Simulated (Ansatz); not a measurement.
**F2H2NSV: one species, many methods**

One table from this session's results is given with a row withheld; the runs are named, their logs left out.

Program: Ansatz 0.2.0, Gaussian basis. Level of theory: functionals in def2-TZVPP, the program's frozen cores in correlated methods. These are calculated values, not measurements.

Plan: LDA (SPW92), PBE-D4, revPBE-D4, BLYP-D4, r2SCAN-D4, B97M-V, PBE0-D4, B3LYP-D4, r2SCANh-D4, r2SCAN0-D4, HSE06-D4, BHLYP-D4, CAM-B3LYP-D4, LC-ωPBE, ωB97X-V, ωB97M-V, B2PLYP, PBE-QIDH; CCSD(T)/def2-SVP; CCSD(T)/def2-TZVPP; MP2/def2-QZVPP; extrapolation to the limit; RPA on PBE.

**The relaxed structure**

An earlier PBE0-D4 in a triple-zeta def2 set relaxation fixed the geometry.

SMILES `[NH2][V]([F])([F])=[S]`, 7 atoms, charge 0, spin multiplicity 1.

Atoms are counted from 1 here; the program's logs count them from 0.

Bond lengths: N1–V2 1.795 Å, N1–H6 1.008 Å, N1–H7 1.014 Å, V2–F3 1.727 Å, V2–F4 1.727 Å, V2–S5 1.990 Å. Angles: V2–N1–H6 128.4°, V2–N1–H7 119.0°, H6–N1–H7 112.6°, N1–V2–F3 109.6°, N1–V2–F4 109.6°, N1–V2–S5 105.0°, F3–V2–F4 108.8°, F3–V2–S5 111.9°, F4–V2–S5 111.9°.

As a file:

| atom | x (Å) | y (Å) | z (Å) |
| --- | --- | --- | --- |
| N1 | -0.55405 | 0.85040 | 0.40123 |
| V2 | 0.32825 | -0.57130 | -0.24842 |
| F3 | 0.62884 | -1.69885 | 1.02519 |
| F4 | -0.62929 | -1.34352 | -1.46109 |
| S5 | 2.01695 | 0.16784 | -0.99730 |
| H6 | -0.27182 | 1.81759 | 0.39656 |
| H7 | -1.45779 | 0.70964 | 0.83834 |

Set-up of the first run:

Input file in.yaml:

```yaml
crystal:
  periodic: [false, false, false]
  atoms:
    - {symbol: N, position_ang: [-0.554045, 0.850399, 0.401226]}
    - {symbol: V, position_ang: [0.328252, -0.571297, -0.248416]}
    - {symbol: F, position_ang: [0.628837, -1.698850, 1.025189]}
    - {symbol: F, position_ang: [-0.629287, -1.343522, -1.461092]}
    - {symbol: S, position_ang: [2.016949, 0.167839, -0.997303]}
    - {symbol: H, position_ang: [-0.271819, 1.817593, 0.396556]}
    - {symbol: H, position_ang: [-1.457787, 0.709637, 0.838340]}
basis:
  gaussian: {orbitals: def2-TZVPP}
hamiltonian: {xc: lda}
output: {orbitals: {seedname: orbitals}}
```

Command:

```console
ansatz run in.yaml --threads 4 --pin off --events-out ev --progress --plain --max-ram 10444MiB
```

Steps of the session up to this table: LDA; PBE-D4 (GGA); revPBE-D4 (GGA); BLYP-D4 (GGA); r2SCAN-D4 (meta-GGA); B97M-V (meta-GGA); B3LYP-D4 (hybrid); r2SCANh-D4 (hybrid); r2SCAN0-D4 (hybrid); HSE06-D4 (hybrid); BHLYP-D4 (hybrid); CAM-B3LYP-D4 (range-separated); LC-ωPBE (range-separated); ωB97X-V (range-separated); ωB97M-V (range-separated); B2PLYP (double hybrid); PBE-QIDH (double hybrid).

One table of the session follows, with a row left open; its other results are not shown here.

It belongs to the step «Frontier levels by functional». 

```
  functional  HOMO (eV)  LUMO (eV)  gap (eV)
 LDA (SPW92)      -7.25      -4.45      2.80
      PBE-D4      -7.06      -4.23      2.83
   revPBE-D4      -6.99      -4.15      2.84
     BLYP-D4      -6.91      -4.11      2.79
   r2SCAN-D4      -7.37      -4.27      3.10
      B97M-V          ?          ?         ?
     PBE0-D4      -8.36      -3.46      4.90
    B3LYP-D4      -8.12      -3.67      4.44
  r2SCANh-D4      -7.85      -3.96      3.89
  r2SCAN0-D4      -8.57      -3.47      5.09
    HSE06-D4      -7.96      -3.84      4.12
    BHLYP-D4      -9.49      -2.52      6.97
CAM-B3LYP-D4      -9.68      -2.38      7.30
     LC-ωPBE     -11.00      -1.31      9.69
     ωB97X-V     -10.66      -1.31      9.35
     ωB97M-V     -10.52      -1.27      9.25
```

Q: Estimate the row for B97M-V from the others.

**Answer.** HOMO (eV): -7.42; LUMO (eV): -4.26; gap (eV): 3.16. In the column «HOMO (eV)» it lies between r2SCANh-D4 (-7.85) and r2SCAN-D4 (-7.37).
